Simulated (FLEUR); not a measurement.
IrRu: single point with PBEsol

Crystal: IrRu.

```xyz
2
Lattice="2.7249 0.0000 0.0000 -1.3625 2.3598 0.0000 0.0000 0.0000 4.3307" Properties=species:S:1:pos:R:3 pbc="T T T"
Ir    0.0000    0.0000    2.1653
Ru    1.3625    0.7866    0.0000
```

The cell comes from a database or a generator and needn't be the stable form of this composition.

```
Program             : FLEUR MaX-R8.1 (later development tree)
Task                : single point
Functional          : PBEsol
Potentials or basis : all-electron
Basis               : FLAPW
Kmax                : 4.41 1/bohr
k mesh              : 11 × 11 × 6
Occupations         : fermi-dirac, width 0.05 eV
Spin                : no spin polarisation
```

```
Band gap on the k mesh                                : none (metal or under the smearing width)
Valence electrons inside the program's atomic spheres : Ir 28.83; Ru 13.73 (radii Ir 2.33, Ru 2.22 bohr)
```

Levels at points of the mesh, in eV from the Fermi level:
| k point | band 21 | band 22 | band 23 | band 24 | band 25 | band 26 |
| --- | --- | --- | --- | --- | --- | --- |
| (0.00, 0.00, 0.00) | -2.40 | -2.40 | -2.11 | -2.11 | 0.10 | 0.63 |
| (0.00, 0.00, 0.50) | -3.37 | -3.19 | -3.19 | -0.19 | -0.19 | 0.07 |

Core levels (eV from the Fermi level):
| atom | levels |
| --- | --- |
| 1 Ir | 1s1/2 -75990.2, 2s1/2 -13280.0, 2p1/2 -12720.7, 2p3/2 -11093.8, 3s1/2 -3102.2, 3p1/2 -2851.8, 3p3/2 -2495.6, 4s1/2 -657.8, 3d3/2 -2077.8, 3d5/2 -2000.8, 4p1/2 -552.2, 4p3/2 -467.8, 4d3/2 -294.9, 4d5/2 -279.2 |
| 2 Ru | 1s1/2 -21910.2, 2s1/2 -3147.4, 2p1/2 -2908.5, 2p3/2 -2777.7, 3s1/2 -551.6, 3p1/2 -459.0, 3p3/2 -436.8, 3d3/2 -272.7, 3d5/2 -268.3 |

Wall time 2.8 min on 1 thread of Arm Neoverse V2, with other jobs on the host, peak memory 0.09 GiB.

The run has no spin-orbit coupling, so splittings on Ir are missing.
